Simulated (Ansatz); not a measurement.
Relaxation of a periodic cell of 17 atoms, Mg₈HO₈ (host MgO, host structure Fm-3m, interstitial H), cell charge +1, to a largest force component of 0.08 eV/Å in at most 25 steps.

Level of theory: DFT PBE, scalar-relativistic, plane waves, PAW (Ansatz). Settings: PAW set soft_1, cutoff 420 eV, k mesh 2x2x2, fermi-dirac smearing 0.02 eV, no spin polarisation.

```xyz
17
Lattice="0.0000 4.2370 4.2370 4.2370 0.0000 4.2370 4.2370 4.2370 0.0000" Properties=species:S:1:pos:R:3:forces:R:3
Mg 0.000 0.000 0.000 -0.66 0.75 0.71
O 2.119 2.119 2.119 0.54 -0.51 -0.52
Mg 2.119 2.119 0.000 -1.46 1.33 -1.38
O 4.237 4.237 2.119 0.00 0.00 0.00
Mg 2.119 0.000 2.119 -1.31 -1.29 1.25
O 4.237 2.119 4.237 0.00 0.00 0.00
Mg 4.237 2.119 2.119 1.48 1.50 1.56
O 6.356 4.237 4.237 0.00 0.00 0.00
Mg 0.000 2.119 2.119 -0.70 -0.71 -0.76
O 2.119 4.237 4.237 0.48 0.48 0.46
Mg 2.119 4.237 2.119 0.70 0.69 -0.66
O 4.237 6.356 4.237 -0.60 -0.60 0.62
Mg 2.119 2.119 4.237 0.75 -0.66 0.70
O 4.237 4.237 6.356 -0.52 0.56 -0.54
Mg 4.237 4.237 4.237 1.35 -1.48 -1.42
O 6.356 6.356 6.356 0.00 0.00 0.00
H 3.211 5.322 5.293 -0.06 -0.04 -0.02
```

Problem. Where does it end, and by what steps?

Solution. It converged. The threshold is loose, so the end isn't yet a minimum. The force dipped under the threshold on the way, but the program's further checks kept it going. Limits of this set-up: coarse k mesh, charged cell in a uniform background, uncorrected. After 10 steps the energy has fallen by 2.088 eV; H17 moved furthest, 0.79 Å. Parted: Mg5–H17. Joined: O12–H17.

```tsv
step	energy less start (eV)	largest force component (eV/Å)	accepted
0	0.0000	1.561	yes
1	-0.6243	0.371	yes
2	-0.6971	0.182	yes
3	-0.7150	0.302	yes
4	-0.7570	0.498	yes
5	-0.9908	1.086	yes
6	-1.4679	1.739	yes
7	-1.9398	1.269	yes
8	-2.0789	0.513	yes
9	-2.0878	0.055	yes
10	-2.0878	0.055	yes
```

```xyz
17
Lattice="0.0000 4.2370 4.2370 4.2370 0.0000 4.2370 4.2370 4.2370 0.0000" Properties=species:S:1:pos:R:3
Mg -0.042 0.007 0.044
O 2.115 2.096 2.124
Mg 1.952 2.128 -0.009
O 4.219 4.202 2.154
Mg 2.111 -0.008 2.128
O 4.185 2.066 4.291
Mg 4.247 2.128 2.289
O 6.321 4.203 4.257
Mg -0.042 2.076 2.112
O 2.115 4.233 4.261
Mg 2.092 4.210 2.146
O 4.220 6.338 4.255
Mg 2.126 2.076 4.281
O 4.215 4.233 6.361
Mg 4.247 4.069 4.228
O 6.321 6.337 6.391
H 3.654 5.771 4.825
```

Run time: 51 s on 1 thread of Arm Neoverse V1 (shared host), peak memory 0.43 GiB.
